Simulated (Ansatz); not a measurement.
# CH6Ge: the cost of one run

All numbers below are computed with Ansatz 0.2.0 (RKS PBE/def2-SVP).

1 further run of the same task is left out (it didn't finish).

## (1) The starting structure

Bond lengths: Ge1–C2 2.160 Å, C2–H3 1.110 Å, C2–H4 1.110 Å, C2–H5 1.110 Å, Ge1–H6 1.750 Å, Ge1–H7 1.549 Å, Ge1–H8 1.549 Å. Angles: Ge1–C2–H3 76.0°, Ge1–C2–H4 132.1°, Ge1–C2–H5 113.2°, H3–C2–H4 109.4°, H3–C2–H5 109.4°, H4–C2–H5 109.4°, C2–Ge1–H6 44.4°, C2–Ge1–H7 122.9°, C2–Ge1–H8 122.9°, H6–Ge1–H7 121.6°, H6–Ge1–H8 121.6°, H7–Ge1–H8 109.5°.

Coordinates:

```xyz
8

Ge    0.0000    0.0000    0.0000
C     1.2381    0.0000    1.7699
H     0.2385   -0.3092    2.1404
H     2.0057   -0.7111    2.1404
H     1.4701    1.0203    2.1404
H     1.7201    0.0000    0.3225
H    -0.7300    1.2648   -0.5162
H    -0.7300   -1.2648   -0.5162
```

## (2) A restrained relaxation towards end A

Springs on the bonds that form and break draw the guess towards this end; the thresholds are loose.

Contents of input.yaml:

```yaml
crystal:
  periodic: [false, false, false]
  atoms:
    - { symbol: Ge, position_ang: [0.0, 0.0, 0.0] }
    - { symbol: C, position_ang: [1.2381, 0.0, 1.7699] }
    - { symbol: H, position_ang: [0.2385, -0.3092, 2.1404] }
    - { symbol: H, position_ang: [2.0057, -0.7111, 2.1404] }
    - { symbol: H, position_ang: [1.4701, 1.0203, 2.1404] }
    - { symbol: H, position_ang: [1.7201, 0.0, 0.3225] }
    - { symbol: H, position_ang: [-0.73, 1.2648, -0.5162] }
    - { symbol: H, position_ang: [-0.73, -1.2648, -0.5162] }
basis:
  gaussian: { orbitals: def2-SVP }
hamiltonian:
  xc: pbe
relax:
  f_tol: 0.15
  max_steps: 25
  restrain:
    - { distance: [1, 5], at: 2.31, k: 30.0 }
    - { distance: [0, 1], at: 1.96, k: 30.0 }
    - { distance: [0, 5], at: 1.55, k: 30.0 }
```

Run with:

```bash
$ ansatz run input.yaml --threads 1 --pin off --max-ram 2048MiB --backend cpu --events-out ev --progress --plain --runs-dir out
```

What time and memory should one allow on 1 thread of Arm Neoverse V1, shared host?

About 14 s, with a peak of 0.13 GiB.
